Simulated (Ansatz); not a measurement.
Turn this script for the Ansatz DFT code, driven from Python into the input file that the command-line program reads.

`run_phonons.py`
```python
'''Lattice dynamics of P in a supercell.'''

from pathlib import Path

import ansatz as az
import numpy as np

FILLING = 'fermi_dirac'
SMEARING_WIDTH = 0.05
SCF_TOL = 1e-09
CUTOFF_EV = 510
XC = 'lda'
KMESH = (6, 6, 6)

vectors = np.array([
    [1.725725, 0.996348, 3.12968],
    [-1.725725, 0.996348, 3.12968],
    [0.0, -1.992696, 3.12968],
])
cell = (
    az.Lattice.of(vectors)
    .atom('P', (0.22708, 0.22708, 0.22708))
    .atom('P', (0.77292, 0.77292, 0.77292))
)
path = [
    ('H_0', (0.5, -0.23423, 0.23423)),
    ('L', (0.5, 0.0, 0.0)),
    ('G', (0.0, 0.0, 0.0)),
    ('S_0', (0.36712, -0.36712, 0.0)),
]

# the k mesh has to be a multiple of the supercell
model = (
    cell.calculation()
    .occupations(FILLING, width=SMEARING_WIDTH)
    .scf(tolerance=SCF_TOL)
    .basis(CUTOFF_EV)
    .functional(XC)
    .pseudopotentials('paw')
    .kpoints(*KMESH)
    .phonons('fd', supercell=2, path=[q for _, q in path], intervals=4, temperatures=(100, 900, 200))
)
out = model.run(threads=1, runs_dir='runs')
folder = Path(out.output_folder) / 'results'
ph = out.phonons

for mode, w in enumerate(ph.gamma_omega_inv_cm, start=1):
    print(f'Gamma mode {mode:2d}: {w:8.1f} 1/cm  {w / 33.35641:7.3f} THz')
print(f'{ph.n_members} displaced supercells, sum-rule residual {ph.asr_residual_pre_ev_ang2:.1e} eV/A^2')
table = np.loadtxt(folder / 'phbands.tsv', comments='#')
n_modes = len(ph.gamma_omega_inv_cm)
omega = table[:, 1 : 1 + n_modes]
print('q distance and wavenumbers (1/cm)')
for row in table[::2]:
    print(f'{row[0]:7.3f}', ' '.join(f'{v:7.1f}' for v in row[1 : 1 + n_modes]))
# a negative number stands for an imaginary frequency
print(f'lowest {omega.min():.1f}, highest {omega.max():.1f} 1/cm on the path;', 'unstable' if omega.min() < -10 else 'no imaginary branch')
sums = ph.harmonic_sums
print(f'zero-point energy {1000 * sums.zero_point_energy_ev:.2f} meV per cell')
t, f_vib = np.asarray(sums.temperatures_k), np.asarray(sums.vibrational_free_energy_ev)
for temperature, value in zip(t, f_vib):
    print(f'T = {temperature:6.0f} K   F_vib = {1000 * value:9.2f} meV per cell')
```

Output of `python run_phonons.py`:
```text
RunWarning: on the 22×22×22 q-mesh 209 entries of the irreducible table, 1.761e-1 modes per cell, the lowest at -112.70 cm⁻¹, stand at or below zero and are read as no rigid motion or as one in [...]
Gamma mode  1:      0.0 1/cm    0.000 THz
Gamma mode  2:      0.0 1/cm    0.000 THz
Gamma mode  3:      0.0 1/cm    0.000 THz
Gamma mode  4:    294.3 1/cm    8.823 THz
Gamma mode  5:    294.3 1/cm    8.823 THz
Gamma mode  6:    394.3 1/cm   11.820 THz
2 displaced supercells, sum-rule residual 3.2e-05 eV/A^2
q distance and wavenumbers (1/cm)
  0.000   127.3   192.8   215.7   300.1   301.1   326.7
  0.426   182.7   184.5   214.2   289.6   300.1   327.6
  0.853   176.4   181.7   210.0   295.8   311.1   334.1
  1.404    90.7   126.6   173.7   295.9   314.9   354.0
  1.956     0.0     0.0     0.0   294.3   294.3   394.3
  2.624   119.8   160.8   189.0   296.3   313.3   333.0
  3.292   154.1   194.1   219.4   274.6   311.1   321.8
lowest 0.0, highest 394.3 1/cm on the path; no imaginary branch
zero-point energy 87.44 meV per cell
T =    100 K   F_vib =     83.48 meV per cell
T =    300 K   F_vib =     18.52 meV per cell
T =    500 K   F_vib =   -107.30 meV per cell
T =    700 K   F_vib =   -272.32 meV per cell
T =    900 K   F_vib =   -465.71 meV per cell
```
(Warnings from the package without file and line, shortened.)

`input.yaml`:
```yaml
crystal:
  lattice:
    - [1.725725, 0.996348, 3.12968]
    - [-1.725725, 0.996348, 3.12968]
    - [0.0, -1.992696, 3.12968]
  atoms:
    - { symbol: P, position: [0.22708, 0.22708, 0.22708] }
    - { symbol: P, position: [0.77292, 0.77292, 0.77292] }
basis:
  ecutwfc: 510.0
kpoints:
  mp_grid:
    grid: [6, 6, 6]
hamiltonian:
  xc: lda
  pseudopotentials:
    kind: paw
scf:
  convergence:
    dr2_threshold: 1.0e-09
  occupations:
    method: fermi_dirac
    width: 0.05
phonons:
  method: fd
  supercell: [2, 2, 2]
  qpath:
    path:
      - [0.5, -0.23423, 0.23423]
      - [0.5, 0.0, 0.0]
      - [0.0, 0.0, 0.0]
      - [0.36712, -0.36712, 0.0]
    npoints: 4
  temperatures:
    t_min: 100.0
    t_max: 900.0
    t_step: 200.0
```

The cell isn't relaxed first, so the values belong to this volume. For a metal this mesh is far too coarse, so the numbers only illustrate the procedure. Some modes are imaginary (printed negative) at these settings, from an unstable structure or from unconverged force constants, so sums over modes carry no meaning. This isn't the structure that P takes at ambient conditions. The structure is taken as given and the supercell is small; imaginary modes can come from an unrelaxed or unstable start. Run time: 17 s on 1 thread of Intel(R) Xeon(R) 6975P-C (Granite Rapids) (shared host), peak memory 0.69 GiB.

(Lines on the test bed's own set-up are left out of the output.)
